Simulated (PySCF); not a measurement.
# CH5BrGe (Methylgermylbromide): the cost of one run

Computed with PySCF 2.14.0 and routines of our own; the level stands in each step. Atoms count from 0.

## Step 1: The system as given

8 atoms, charge 0, multiplicity 1; geometry from: GFN2-xTB.

## Step 2: Relaxing the molecule at PBE0-D3(BJ)/def2-SVP

Job settings and geometry (Å):

```
{"job": {"xc": "PBE0", "basis": "def2-SVP", "d3": "d3bj", "grid": 1, "maxiter": 30, "shake": 0.01, "kind": "geom"}, "charge": 0, "multiplicity": 1}
C     -1.047380     0.184780     0.053940
Ge     0.802910    -0.359390    -0.127600
Br     2.114760     1.337200     0.613780
H     -1.265740     0.440890     1.085260
H     -1.743470    -0.578640    -0.300050
H     -1.254250     1.109810    -0.545440
H      1.185040    -1.553440     0.722130
H      1.263260    -0.600340    -1.554490
```

On the command line:

```console
> OMP_NUM_THREADS=1 python heavy_run.py task.json out
```

One launch serves the whole session: the jobs run in the order shown.

Q: Estimate the wall time and peak memory of this first job on 1 thread of Intel Xeon Platinum 8259CL at 2.50GHz, shared host.

About 45 s, with a peak of 0.43 GiB.
